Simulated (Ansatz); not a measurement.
# GeI4: the cost of one run

Computed with Ansatz 0.2.0, Gaussian basis. Level: unrestricted cation, the program's frozen cores in correlated methods.

The runs, in order: UKS PBE-D4/def2-TZVPP; UKS r2SCAN-D4/def2-TZVPP; UKS PBE0-D4/def2-TZVPP; UKS B3LYP-D4/def2-TZVPP; UKS B2PLYP/def2-TZVPP; UHF-CCSD(T)/def2-TZVPP; UHF-MP2/def2-QZVPP; extrapolation to the limit; then −ε(HOMO) from the neutral's earlier runs with LDA (SPW92), PBE-D4, revPBE-D4, BLYP-D4, r2SCAN-D4, B97M-V, PBE0-D4, B3LYP-D4, r2SCANh-D4, r2SCAN0-D4, HSE06-D4, BHLYP-D4, CAM-B3LYP-D4, LC-ωPBE, ωB97X-V, ωB97M-V.

2 further runs of the same task are left out: 2 that didn't finish.

### 1 The geometry

All runs share one geometry, relaxed beforehand with PBE0-D4 in a triple-zeta def2 set. I takes the def2 core potential; no spin-orbit term is included.

5 atoms, charge 0, spin multiplicity 1.

Atoms are counted from 1 here; the program's logs count them from 0.

Bond lengths: I1–Ge2 2.502 Å, Ge2–I3 2.502 Å, Ge2–I4 2.502 Å, Ge2–I5 2.502 Å. Angles: I1–Ge2–I3 109.5°, I1–Ge2–I4 109.5°, I1–Ge2–I5 109.5°, I3–Ge2–I4 109.5°, I3–Ge2–I5 109.5°, I4–Ge2–I5 109.5°.

### 2 Cation, UKS PBE-D4/def2-TZVPP

File in.yaml:

```yaml
crystal:
  periodic: [false, false, false]
  atoms:
    - {symbol: I, position_ang: [-1.106849, -0.015305, 2.231205]}
    - {symbol: Ge, position_ang: [0.009946, -0.014710, -0.008259]}
    - {symbol: I, position_ang: [2.121697, -1.352003, 0.112448]}
    - {symbol: I, position_ang: [-1.523799, -1.029121, -1.705612]}
    - {symbol: I, position_ang: [0.548804, 2.337438, -0.671181]}
basis:
  gaussian: {orbitals: def2-TZVPP}
total_charge: 1
magnetization: {spin_polarized: true, initial_magnetization: 1}
hamiltonian: {xc: pbe, dispersion: d4}
```

The run is started by

```sh
$ ansatz run in.yaml --threads 2 --pin off --events-out ev --progress --plain --max-ram 32768MiB --backend cpu
```

**Question.** How long does this run take on 2 threads of AMD EPYC 7R13, shared host, and how much memory does it need?

About 94 s, with a peak of 1.1 GiB.
